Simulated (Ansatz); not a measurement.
This script for a ladder of methods at one geometry of CH₇BSSi, SMILES C[SiH2]BS with Ansatz's Python interface holds a mistake.

The script, `run_methods.py`:
```python
"""CH7BSSi at several levels of theory."""

from dataclasses import dataclass

import ansatz as az
from ase import Atoms


@dataclass(frozen=True)
class RunConfig:
    basis_set: str = "cc-pVDZ"
    ecut: int = 500


settings = RunConfig()

atoms = Atoms(["C", "Si", "B", "S", "H", "H", "H", "H", "H", "H", "H"], positions=[
    (-0.8576, 1.3728, -0.1162),
    (-0.274, -0.0576, 0.8261),
    (1.2301, -0.8067, -0.1046),
    (1.1553, -1.4371, -1.8539),
    (-1.2066, 1.0889, -1.1634),
    (-1.7819, 1.8647, 0.3977),
    (-0.0796, 2.1851, -0.2001),
    (-1.2906, -1.0532, 0.9147),
    (0.1311, 0.3878, 2.2191),
    (2.3104, -0.8662, 0.4789),
    (0.7288, -2.7356, -1.3779),
])
geometry = az.Crystal.molecule_from_ase(atoms)

model = geometry.calculation().basis(gaussian=settings.basis_set).basis(settings.ecut)

methods = ["mp2", "ccsd", "ccsd_t"]
reports = [model.correlation(m).run(threads=1, backend="cpu").report for m in methods]
print(f"Hartree-Fock reference {reports[0]['reference_energy_ev'] / 27.211386246:.6f} Ha")
best = reports[-1]["free_energy_ev"] - reports[-1]["reference_energy_ev"]
for method, each in zip(methods, reports):
    gained = each["free_energy_ev"] - each["reference_energy_ev"]
    print(f"{method:8s} total {each['free_energy_ev'] / 27.211386246:.6f} Ha  correlation {gained:9.4f} eV  ({100 * gained / best:.1f} % of the last)")
```

`python run_methods.py` gives:
```text
Traceback (most recent call last):
  File "run_methods.py", line 35, in <module>
    reports = [model.correlation(m).run(threads=1, backend="cpu").report for m in methods]
               ~~~~~~~~~~~~~~~~~~~~~~~~^^^^^^^^^^^^^^^^^^^^^^^^^^
  ...
ansatz.RefusalError: invalid value for `basis.gaussian`: such a run doesn't read basis.ecutwfc; remove what it names
```
(Library frames cut from the traceback.)

Why does it end like this?

The fault: a plane-wave cutoff beside a Gaussian basis. The correction:

```diff
--- before
+++ after
@@ -11,3 +11,2 @@
     basis_set: str = "cc-pVDZ"
-    ecut: int = 500
 
@@ -31,3 +30,3 @@
 
-model = geometry.calculation().basis(gaussian=settings.basis_set).basis(settings.ecut)
+model = geometry.calculation().basis(gaussian=settings.basis_set)
```

After the fix:

Running `python run_methods.py` prints:
```text
Hartree-Fock reference -753.062766 Ha
mp2      total -753.529487 Ha  correlation  -12.7001 eV  (84.9 % of the last)
ccsd     total -753.597083 Ha  correlation  -14.5395 eV  (97.2 % of the last)
ccsd_t   total -753.612406 Ha  correlation  -14.9565 eV  (100.0 % of the last)
```

Caveats:
- Total energies depend on the basis set; only differences at equal settings carry meaning.
- The geometry is a force-field or estimated start, not a minimum of this method, and the basis set is short of its limit. A lower total doesn't mark the better method: functionals have no common bound, and MP2 and coupled cluster aren't variational.
- Inner cores stay frozen, so this is valence correlation.
- For Al to Cl the sets with a tight d function, cc-pV(X+d)Z, are usual.
- Hardware and time: 33 s on 1 thread of Arm Neoverse N1, on a shared host, peak memory 0.44 GiB.
